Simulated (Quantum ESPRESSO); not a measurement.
SiTe, 2 atoms in the cell. Symmetry: P6/mmm, No. 191, hexagonal system. The conventional cell has a = 3.714 Å, b = 3.714 Å, c = 4.976 Å, α = 90.00°, β = 90.00°, γ = 120.00°. Around Si (site symmetry 6/mmm) lie 2 Te at 2.49 Å. Around Te (site symmetry 6/mmm) lie 2 Si at 2.49 Å. The cell was built by a generator and needn't be a form met in nature.

* Program: Quantum ESPRESSO 7.5
* Task: phonon dispersion
* Functional: LDA
* Potentials or basis: PseudoDojo 0.4.1 SR LDA standard
* Cutoff: 1088 eV
* Density cutoff: 4354 eV
* k mesh: 4 × 4 × 2, shifted
* Occupations: fermi-dirac, width 0.05 eV
* Spin: no spin polarisation
* Form of the LDA correlation: PW92
* Mixing beta: 0.5
* Most SCF iterations: 120
* SCF threshold: 4e-10 Ry
* q mesh: 2 × 2 × 2

Potentials or basis: PseudoDojo 0.4.1 SR LDA standard.

Run with:

```console
$ OMP_NUM_THREADS=1 pw.x -in pw.in > pw.out
$ OMP_NUM_THREADS=1 pw.x -in relax.in > relax.out
$ OMP_NUM_THREADS=1 pw.x -in scf2.in > scf2.out
$ OMP_NUM_THREADS=1 ph.x -in ph.in > ph.out
$ OMP_NUM_THREADS=1 q2r.x -in q2r.in > q2r.out
$ OMP_NUM_THREADS=1 matdyn.x -in matdyn.in > matdyn.out
$ OMP_NUM_THREADS=1 matdyn.x -in matdyn_dos.in > matdyn_dos.out
$ OMP_NUM_THREADS=1 matdyn.x -in matdyn_mesh.in > matdyn_mesh.out
```

Hardware: 1 thread of Intel(R) Xeon(R) Platinum 8175M CPU @ 2.50GHz (Skylake/Cascade Lake), on a shared host.

Task: Estimate the wall time of this run.

Result: Wall time 8.4 min on 1 thread of Intel(R) Xeon(R) Platinum 8175M CPU @ 2.50GHz (Skylake/Cascade Lake) (shared host), peak memory 0.09 GiB. Counts: scf iterations 118, k pools 1, bands 16, ion steps 11, k points 4, g dense 38729.
